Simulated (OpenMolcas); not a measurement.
**Ir⁴⁺ among point charges: CASSCF and CASPT2 levels and susceptibility**

How does a field of 6 point charges split the states of Ir⁴⁺, and what χT follows?

Program: OpenMolcas 26.06. Level of theory: state-averaged CASSCF and CASPT2, spin-orbit coupling by RASSI with atomic mean-field integrals. These are calculated values, not measurements, unless marked.

**1. The atom as given**

| Quantity | Value |
| --- | --- |
| Species | Ir⁴⁺ (iridium, Z = 77, 73 electrons) |
| Basis | ANO-RCC-VDZP [7s6p4d2f], 59 functions |
| Scalar Hamiltonian | DKH2, point nucleus |
| Inactive shells | 1s 2s 2p 3s 3p 3d 4s 4p 4d 4f 5s 5p |
| Active space | 5 electrons in 5 orbitals (5d) |
| Some configurations of this space | 5d5 |
| Orbitals | optimised for each spin and parity, averaged over all roots |

The outer shells:

5d5
```
5d [↑ ][↑ ][↑ ][↑ ][↑ ]
```

The ion sits among 6 point charges of -1 e arranged as an octahedron (Oh), 1.82 Å from the ion.

Each step is its own input file, run in one work folder so that later steps find the files of earlier ones. Labels, J, g values, rates, χT and fits are worked out afterwards by a script from the matrices that RASSI stores. The input lists half of the charges; inversion (Group=XYZ) makes the rest.

**2. One- and two-electron integrals**

a.inp reads:

```
&GATEWAY
Coord
1

Ir 0.0 0.0 0.0
Basis=ANO-RCC-VDZP
Group=XYZ
NoMove
AngMom=0.0 0.0 0.0
AMFI
XField
3 Angstrom 0
1.820000 0.000000 0.000000 -1.000000
0.000000 1.820000 0.000000 -1.000000
0.000000 0.000000 1.820000 -1.000000
&SEWARD
```

On the command line:

```console
OMP_NUM_THREADS=1 MOLCAS_MEM=1689 MOLCAS_PROJECT=a pymolcas a.inp > a.log
```

**3. Reference wave functions, sextets of even parity, 1 root**

a.inp reads:

```
&RASSCF
FileOrb=start.orb
Symmetry=1
Spin=6
nActEl=5 0 0
Inactive=15 19
Ras2=5 0
CIRoot=1 1 1
SDav=1
CIMx=300
Iter=120 100
PrWF=0.3
OrbListing=Nothing
MaxOrb=0
>>> COPY $Project.JobIph JOB001
```

start.orb holds the contracted functions of the basis, ordered by shell, or the orbitals of the step before.

**4. Reference wave functions, quartets of even parity, 24 roots**

a.inp reads:

```
&RASSCF
FileOrb=start.orb
Symmetry=1
Spin=4
nActEl=5 0 0
Inactive=15 19
Ras2=5 0
CIRoot=24 24 1
SDav=24
CIMx=300
Iter=120 100
PrWF=0.3
OrbListing=Nothing
MaxOrb=0
>>> COPY $Project.JobIph JOB002
```

**5. Reference wave functions, doublets of even parity, 75 roots**

a.inp reads:

```
&RASSCF
FileOrb=start.orb
Symmetry=1
Spin=2
nActEl=5 0 0
Inactive=15 19
Ras2=5 0
CIRoot=75 75 1
SDav=75
CIMx=300
Iter=120 100
PrWF=0.3
OrbListing=Nothing
MaxOrb=0
>>> COPY $Project.JobIph JOB003
```

**6. RASSI: spin-orbit coupling between the states**

a.inp reads:

```
&RASSI
NrOfJobIphs=3 1 24 75
1
1 2 3 4 5 6 7 8 9 10 11 12 13 14 15 16 17 18 19 20 21 22 23 24
1 2 3 4 5 6 7 8 9 10 11 12 13 14 15 16 17 18 19 20 21 22 23 24 25 26 27
28 29 30 31 32 33 34 35 36 37 38 39 40 41 42 43 44 45 46 47 48 49 50 51
52 53 54 55 56 57 58 59 60 61 62 63 64 65 66 67 68 69 70 71 72 73 74 75
IphNames
JOB001
JOB002
JOB003
EJob
SpinOrbit
DIPRint=1.0
SOCoupling=1000.0
Subsets=2
Property=9
'ANGMOM' 1 'ANGMOM' 2 'ANGMOM' 3 'MLTPL  1' 1 'MLTPL  1' 2 'MLTPL  1' 3
'AMFI' 1 'AMFI' 2 'AMFI' 3
SOProperty=3
'ANGMOM' 1 'ANGMOM' 2 'ANGMOM' 3
```

**7. CASPT2: IPEA 0.25, imaginary shift 0.1 (closed shells correlated: 5s 5p)**

a.inp reads:

```
>>> COPY JOB001 $Project.JobIph
&CASPT2
Multistate=1 1
Frozen=14 16
IPEA=0.25
Imaginary=0.1
MaxIter=60
WThr=0.0 0.3 0.05
PrWF=0.5
NoMix
>>> COPY JOB002 $Project.JobIph
&CASPT2
Multistate=24 1 2 3 4 5 6 7 8 9 10 11 12 13 14 15 16 17 18 19 20 21 22
23 24
NoMult
Frozen=14 16
IPEA=0.25
Imaginary=0.1
MaxIter=60
WThr=0.0 0.3 0.05
PrWF=0.5
NoMix
>>> COPY JOB003 $Project.JobIph
&CASPT2
Multistate=75 1 2 3 4 5 6 7 8 9 10 11 12 13 14 15 16 17 18 19 20 21 22
23 24 25 26 27 28 29 30 31 32 33 34 35 36 37 38 39 40 41 42 43 44 45 46
47 48 49 50 51 52 53 54 55 56 57 58 59 60 61 62 63 64 65 66 67 68 69 70
71 72 73 74 75
NoMult
Frozen=14 16
IPEA=0.25
Imaginary=0.1
MaxIter=60
WThr=0.0 0.3 0.05
PrWF=0.5
NoMix
```

(Steps that only read results are left out.)

Q: Predict the outcome of this session. Wanted: spin-free ground state; lowest level; next level.

The runs gave:

```
                 quantity                                                                        value
                   method  SS-CASPT2, IPEA 0.25, imaginary shift 0.1 (closed shells correlated: 5s 5p)
   spin-free ground state                                              6A1, 1-fold in its orbital part
             lowest level                                              2-fold Γ7, g = 3.17, 3.17, 3.17
               next level                                                                   215.2 cm⁻¹
              χT at 300 K                                                               3.81 cm³ K/mol
effective moment at 300 K                                                                      5.52 μB
```

Cost by method:

```tsv
method	time of its own steps	time with the reference
A. CASSCF	15 s	15 s
B. SS-CASPT2, IPEA 0.25, imaginary shift 0.1, +5s 5p	4.7 s	20 s
```

Times are of one thread on a shared host.

The spin-free ground state (6A1) comes to 100 % from free-ion S terms and keeps the highest spin of the shell. χT at 300 K is 3.81, against 4.39 cm³ K/mol for the spin alone, so spin-orbit coupling lowers it. An active space of the d shell alone favours high spin; real ions in strong fields can be low spin. A ligand-field fit to the states below 45000 cm-1 gives 10Dq = 7421 cm-1, B = 775 cm-1 and C = 3546 cm-1 (C/B = 4.58), with a deviation of 400 cm-1. CASPT2 does not keep the components of a term degenerate, and the means are used. The field of point charges can differ much from that of real complexes. With metal d orbitals alone active, the gaps between spin states are rough; where two lie within a few thousand cm-1, their order is open. This is an electrostatic model: the charges have no orbitals.
